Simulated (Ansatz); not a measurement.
# CH3FS2W: single points with varied inputs

Aim: run CH3FS2W under a spread of inputs, and see what each costs and gives.

The runs use Ansatz 0.2.0, Gaussian basis; the settings change from run to run.

1 further run of the same task is left out (for a known fault of the program).

### 1 The relaxed structure

The geometry comes from an earlier relaxation with PBE0-D4 in a triple-zeta def2 set; it is a stationary point, not always the lowest conformer. W takes a core potential in def2 sets; no spin-orbit term is included.

SMILES `[CH3][W]([F])(=[S])=[S]`, 8 atoms, charge 0, spin multiplicity 1.

Atoms are counted from 1 here; the program's logs count them from 0.

Bond lengths: C1–W2 2.089 Å, C1–H6 1.095 Å, C1–H7 1.095 Å, C1–H8 1.091 Å, W2–F3 1.849 Å, W2–S4 2.115 Å, W2–S5 2.115 Å. Angles: W2–C1–H6 108.4°, W2–C1–H7 108.4°, W2–C1–H8 112.4°, H6–C1–H7 110.1°, H6–C1–H8 108.8°, H7–C1–H8 108.8°, C1–W2–F3 109.6°, C1–W2–S4 104.2°, C1–W2–S5 104.2°, F3–W2–S4 114.0°, F3–W2–S5 114.0°, S4–W2–S5 110.1°.

Geometry (Å):

```mol
CH3FS2W
  3D, bonds by distance, orders not assigned

  8  7  0  0  0  0  0  0  0  0999 V2000
   -0.9009   -0.1576    0.6365 C   0  0
    0.8375    0.0809   -0.4971 W   0  0
    2.2159   -0.8815    0.2735 F   0  0
    0.2938   -0.5918   -2.4272 S   0  0
    1.1576    2.1714   -0.5210 S   0  0
   -0.7027    0.2029    1.6515 H   0  0
   -1.1562   -1.2223    0.6590 H   0  0
   -1.7448    0.3980    0.2247 H   0  0
  1  2  8  0
  2  3  8  0
  2  4  8  0
  2  5  8  0
  1  6  8  0
  1  7  8  0
  1  8  8  0
M  END
```

### 2 PBE/def2-TZVPD

Set apart from the defaults: high accuracy, the search for lower states set to full.

File in.yaml:

```yaml
crystal:
  periodic: [false, false, false]
  atoms:
    - {symbol: C, position_ang: [-0.900856, -0.157616, 0.636524]}
    - {symbol: W, position_ang: [0.837483, 0.080893, -0.497148]}
    - {symbol: F, position_ang: [2.215851, -0.881538, 0.273467]}
    - {symbol: S, position_ang: [0.293799, -0.591763, -2.427181]}
    - {symbol: S, position_ang: [1.157561, 2.171368, -0.520956]}
    - {symbol: H, position_ang: [-0.702739, 0.202946, 1.651528]}
    - {symbol: H, position_ang: [-1.156250, -1.222289, 0.659047]}
    - {symbol: H, position_ang: [-1.744849, 0.397998, 0.224718]}
basis:
  gaussian: {orbitals: def2-TZVPD}
hamiltonian: {xc: {name: PBE}}
accuracy: high
scf: {lower_state_search: full}
output: {forces: true}
```

The run is started by

```
ansatz run in.yaml --threads 4 --pin off --events-out ev --progress --plain --max-ram 10444MiB
```

Standard output (excerpt; [...] marks lines left out):

```text
Functional definition: PBE
  name "PBE"
  cite "Perdew, Burke & Ernzerhof, Phys. Rev. Lett. 77, 3865 (1996) doi:10.1103/PhysRevLett.77.3865"
  parent pbe
[...]
3869 factors; integrals over basis functions are off by at most 3.8e-9 eV
[...]
mean field -27294.61405017 eV, -1003.0585653898 hartree, gradient 3.5e-8 eV, S^2 0.000000; 3 other end points of the search recorded, 0 dependent functions left out
[...]
reference -27294.61405671 eV, -1003.0585656302 hartree; 32, 32 occupied and 207, 207 virtual orbitals, 3869 factors
Total energy: -27294.61405671 eV, -1003.0585656302 hartree
Atom 0 at    -0.900856    -0.157616     0.636524 Å, force     0.016551     0.008648    -0.020180 eV/Å
Atom 1 at     0.837483     0.080893    -0.497148 Å, force    -0.235578    -0.162179     0.341769 eV/Å
Atom 2 at     2.215851    -0.881538     0.273467 Å, force     0.502826    -0.328594     0.247862 eV/Å
Atom 3 at     0.293799    -0.591763    -2.427181 Å, force    -0.174124    -0.226163    -0.694685 eV/Å
Atom 4 at     1.157561     2.171368    -0.520956 Å, force     0.128252     0.739454    -0.027948 eV/Å
Atom 5 at    -0.702739     0.202946     1.651528 Å, force     0.033466     0.083614     0.224061 eV/Å
Atom 6 at    -1.156250    -1.222289     0.659047 Å, force    -0.066157    -0.232309     0.005312 eV/Å
Atom 7 at    -1.744849     0.397998     0.224718 Å, force    -0.205237     0.117529    -0.076192 eV/Å
Dipole moment:    -0.280771    -0.139209     0.329277 e Å
```

It took 22 s on 4 threads of Arm Neoverse V2, shared host; peak memory 1.5 GiB.

Largest force 0.751 eV/Å, dipole 2.18 D.

### 3 B2GP-PLYP/def2-TZVPD

This run has relativity set to scalar.

in.yaml: that of step 2 with these lines changed.

```diff
@@ -13,5 +13,2 @@
   gaussian: {orbitals: def2-TZVPD}
-hamiltonian: {xc: {name: PBE}}
-accuracy: high
-scf: {lower_state_search: full}
-output: {forces: true}
+hamiltonian: {xc: {name: B2GP-PLYP}, pseudopotentials: {relativity: scalar}}
```

The command is unchanged.

Standard output (excerpt; [...] marks lines left out):

```text
Functional definition: B2GP-PLYP
  name "B2GP-PLYP"
  cite "Karton, Tarnopolsky, Lamère, Schatz & Martin, J. Phys. Chem. A 112, 12868 (2008) doi:10.1021/jp801805p"
  cite "Becke, Phys. Rev. A 38, 3098 (1988) doi:10.1103/PhysRevA.38.3098"
  cite "Lee, Yang & Parr, Phys. Rev. B 37, 785 (1988) doi:10.1103/PhysRevB.37.785"
[...]
1642 factors; integrals over basis functions are off by at most 1.0e-3 eV
[...]
mean field -27330.47960171 eV, -1004.3766000982 hartree, gradient 4.7e-6 eV, S^2 0.000000; 0 other end points of the search recorded, 0 dependent functions left out
12 core orbitals not correlated: weight in the atoms' cores, before any rotation towards them, 1.000 or more for the frozen orbitals, at most 0.000 for the correlated occupied ones
reference -27330.47975588 eV, -1004.3766057641 hartree; 20, 20 occupied and 207, 207 virtual orbitals, 1642 factors
second order -39.08907092 eV of doubles, -0.00000000 eV of singles
Total energy: -27344.55182141 eV, -1004.8937446339 hartree
Relativity: scalar
```

It took 7.5 s on 4 threads of Arm Neoverse V2, shared host; peak memory 0.76 GiB.

### 4 PBE0/def2-TZVPD

This run has finite nuclei, a point charge of 0.50 e beside it, D3(BJ) dispersion.

in.yaml: that of step 3 with these lines changed.

```diff
@@ -12,3 +12,4 @@
 basis:
-  gaussian: {orbitals: def2-TZVPD}
-hamiltonian: {xc: {name: B2GP-PLYP}, pseudopotentials: {relativity: scalar}}
+  gaussian: {orbitals: def2-TZVPD, nuclear_model: gaussian, point_charges: [{charge: 0.50, position_ang: [4.984, 0.525, 0.939]}]}
+hamiltonian: {xc: {name: PBE0}, dispersion: d3bj}
+output: {forces: true}
```

Same command.

Standard output (excerpt; [...] marks lines left out):

```text
Functional definition: PBE0
  name "PBE0"
  cite "Adamo & Barone, J. Chem. Phys. 110, 6158 (1999) doi:10.1063/1.478522"
  cite "Perdew, Burke & Ernzerhof, Phys. Rev. Lett. 77, 3865 (1996) doi:10.1103/PhysRevLett.77.3865"
  parent pbe
[...]
1570 factors; their error is unknown
[...]
mean field -27294.61757140 eV, -1003.0586947925 hartree, gradient 2.9e-5 eV, S^2 0.000000; 0 other end points of the search recorded, 0 dependent functions left out
[...]
reference -27294.61762643 eV, -1003.0586968149 hartree; 32, 32 occupied and 207, 207 virtual orbitals, 1570 factors
Total energy: -27294.85927294 eV, -1003.0675771606 hartree
Atom 0 at    -0.900856    -0.157616     0.636524 Å, force     0.052415     0.017816    -0.045779 eV/Å
Atom 1 at     0.837483     0.080893    -0.497148 Å, force    -0.644289     0.016664    -0.298442 eV/Å
Atom 2 at     2.215851    -0.881538     0.273467 Å, force     0.510858    -0.161303     0.213865 eV/Å
Atom 3 at     0.293799    -0.591763    -2.427181 Å, force     0.059840     0.070719     0.159344 eV/Å
Atom 4 at     1.157561     2.171368    -0.520956 Å, force     0.091479     0.074851     0.014444 eV/Å
Atom 5 at    -0.702739     0.202946     1.651528 Å, force     0.006004     0.015515     0.003665 eV/Å
Atom 6 at    -1.156250    -1.222289     0.659047 Å, force     0.004927    -0.009564    -0.019574 eV/Å
Atom 7 at    -1.744849     0.397998     0.224718 Å, force    -0.008966     0.002790    -0.004778 eV/Å
Dipole moment:    -0.541933    -0.167290     0.223701 e Å
```

Wall time 4.7 s (4 threads of Arm Neoverse V2, shared host); peak memory 0.81 GiB.

Largest force 0.710 eV/Å, dipole 2.93 D.

### 5 CAM-B3LYP/def2-TZVP

Set apart from the defaults: multiplicity 3, a point charge of 1.00 e beside it.

in.yaml: that of step 4 with these lines changed.

```diff
@@ -12,4 +12,5 @@
 basis:
-  gaussian: {orbitals: def2-TZVPD, nuclear_model: gaussian, point_charges: [{charge: 0.50, position_ang: [4.984, 0.525, 0.939]}]}
-hamiltonian: {xc: {name: PBE0}, dispersion: d3bj}
+  gaussian: {orbitals: def2-TZVP, point_charges: [{charge: 1.00, position_ang: [6.332, -0.396, -0.049]}]}
+magnetization: {spin_polarized: true, initial_magnetization: 2}
+hamiltonian: {xc: {name: CAM-B3LYP}}
 output: {forces: true}
```

Same command.

Standard output (excerpt; [...] marks lines left out):

```text
Functional definition: CAM-B3LYP
  name "CAM-B3LYP"
  cite "Yanai, Tew & Handy, Chem. Phys. Lett. 393, 51 (2004) doi:10.1016/j.cplett.2004.06.011"
  cite "Iikura, Tsuneda, Yanai & Hirao, J. Chem. Phys. 115, 3540 (2001) doi:10.1063/1.1383587"
  cite "Becke, Phys. Rev. A 38, 3098 (1988) doi:10.1103/PhysRevA.38.3098"
  cite "Lee, Yang & Parr, Phys. Rev. B 37, 785 (1988) doi:10.1103/PhysRevB.37.785"
  cite "Vosko, Wilk & Nusair, Can. J. Phys. 58, 1200 (1980) doi:10.1139/p80-159"
[...]
  # Exact exchange under (alpha + beta erf(omega r))/r, Becke's under what is left of 1/r.
[...]
1390 factors; their error is unknown
299 factors; integrals over basis functions are off by at most 1.3e-5 eV
[...]
mean field -27301.59046691 eV, -1003.3149439764 hartree, gradient 4.1e-6 eV, S^2 2.026529; 6 other end points of the search recorded, 0 dependent functions left out
[...]
reference -27301.59059249 eV, -1003.3149485912 hartree; 33, 31 occupied and 161, 163 virtual orbitals, 1390 factors
Total energy: -27301.59059249 eV, -1003.3149485912 hartree
Atom 0 at    -0.900856    -0.157616     0.636524 Å, force    -0.146084     0.149704    -0.114168 eV/Å
Atom 1 at     0.837483     0.080893    -0.497148 Å, force    -1.205864    -0.669927     1.732679 eV/Å
Atom 2 at     2.215851    -0.881538     0.273467 Å, force     1.644288    -0.874278     0.644839 eV/Å
Atom 3 at     0.293799    -0.591763    -2.427181 Å, force    -0.457525    -0.483785    -2.194913 eV/Å
Atom 4 at     1.157561     2.171368    -0.520956 Å, force     0.384018     2.030882    -0.303173 eV/Å
Atom 5 at    -0.702739     0.202946     1.651528 Å, force    -0.058005    -0.133488     0.004369 eV/Å
Atom 6 at    -1.156250    -1.222289     0.659047 Å, force     0.010855     0.048378     0.126313 eV/Å
Atom 7 at    -1.744849     0.397998     0.224718 Å, force    -0.058168    -0.048438     0.089923 eV/Å
Dipole moment:    -0.551986     0.016558     0.033146 e Å
```

Run time: 19 s. Hardware: 4 threads of Arm Neoverse V2, shared host; peak memory 1.2 GiB.

Largest force 2.294 eV/Å, dipole 2.66 D, ⟨S²⟩ 2.027.

### 6 wPBEh/ANO-RCC-VTZP

in.yaml: that of step 5 with these lines changed.

```diff
@@ -12,5 +12,3 @@
 basis:
-  gaussian: {orbitals: def2-TZVP, point_charges: [{charge: 1.00, position_ang: [6.332, -0.396, -0.049]}]}
-magnetization: {spin_polarized: true, initial_magnetization: 2}
-hamiltonian: {xc: {name: CAM-B3LYP}}
-output: {forces: true}
+  gaussian: {orbitals: ANO-RCC-VTZP}
+hamiltonian: {xc: {name: wPBEh}}
```

Same command.

Standard output (excerpt; [...] marks lines left out):

```text
Functional definition: wPBEh
  name "wPBEh"
  cite "Heyd, Scuseria & Ernzerhof, J. Chem. Phys. 118, 8207 (2003) doi:10.1063/1.1564060"
  cite "Krukau, Vydrov, Izmaylov & Scuseria, J. Chem. Phys. 125, 224106 (2006) doi:10.1063/1.2404663"
  cite "Heyd & Scuseria, J. Chem. Phys. 120, 7274 (2004) doi:10.1063/1.1668634"
  cite "Ernzerhof & Perdew, J. Chem. Phys. 109, 3313 (1998) doi:10.1063/1.476928"
  cite "Perdew, Burke & Ernzerhof, Phys. Rev. Lett. 77, 3865 (1996) doi:10.1103/PhysRevLett.77.3865"
  parent pbe
[...]
2596 factors; their error is unknown
112 factors; integrals over basis functions are off by at most 3.1e-6 eV
[...]
mean field -464861.84743325 eV, -17083.3577984948 hartree, gradient 3.1e-5 eV, S^2 0.000000; 0 other end points of the search recorded, 0 dependent functions left out
reference -464861.84750208 eV, -17083.3578010241 hartree; 62, 62 occupied and 212, 212 virtual orbitals, 2596 factors
Total energy: -464861.84750208 eV, -17083.3578010241 hartree
Relativity: scalar
```

Run time: 14 s. Hardware: 4 threads of Arm Neoverse V2, shared host; peak memory 1.6 GiB.

### 7 The runs in one table

| level | charge | multiplicity | geometry | functions | energy (eV) | time |
| --- | --- | --- | --- | --- | --- | --- |
| PBE/def2-TZVPD | 0 | 1 | relaxed | 239 | -27294.614 | 22 s |
| B2GP-PLYP/def2-TZVPD | 0 | 1 | relaxed | 239 | -27344.552 | 7.5 s |
| PBE0/def2-TZVPD | 0 | 1 | relaxed, point charge | 239 | -27294.859 | 4.7 s |
| CAM-B3LYP/def2-TZVP | 0 | 3 | relaxed, point charge | 194 | -27301.591 | 19 s |
| wPBEh/ANO-RCC-VTZP | 0 | 1 | relaxed | 274 | -464861.848 | 14 s |

### 8 Summary of results

| quantity | value |
| --- | --- |
| runs | 5 |
| quickest | PBE0/def2-TZVPD, 4.7 s |
| slowest | PBE/def2-TZVPD, 22 s |
| spread of total energies, same state and geometry | 437567.2 eV |

PBE/def2-TZVPD took 5 times as long as PBE0/def2-TZVPD. The jobs differ in tasks and options as well as level. The totals spread over 437567 eV; they can't be compared across methods or bases. Some of these runs are scalar-relativistic and others not, which shifts the totals of all-electron atoms past neon by eV; core potentials, where a basis has them, take the core out of the total altogether. At the PBE0-D4/def2-TZVP geometry and in the same state, runs without warnings or point charges leave forces up to 0.75 eV/Å (PBE/def2-TZVPD).
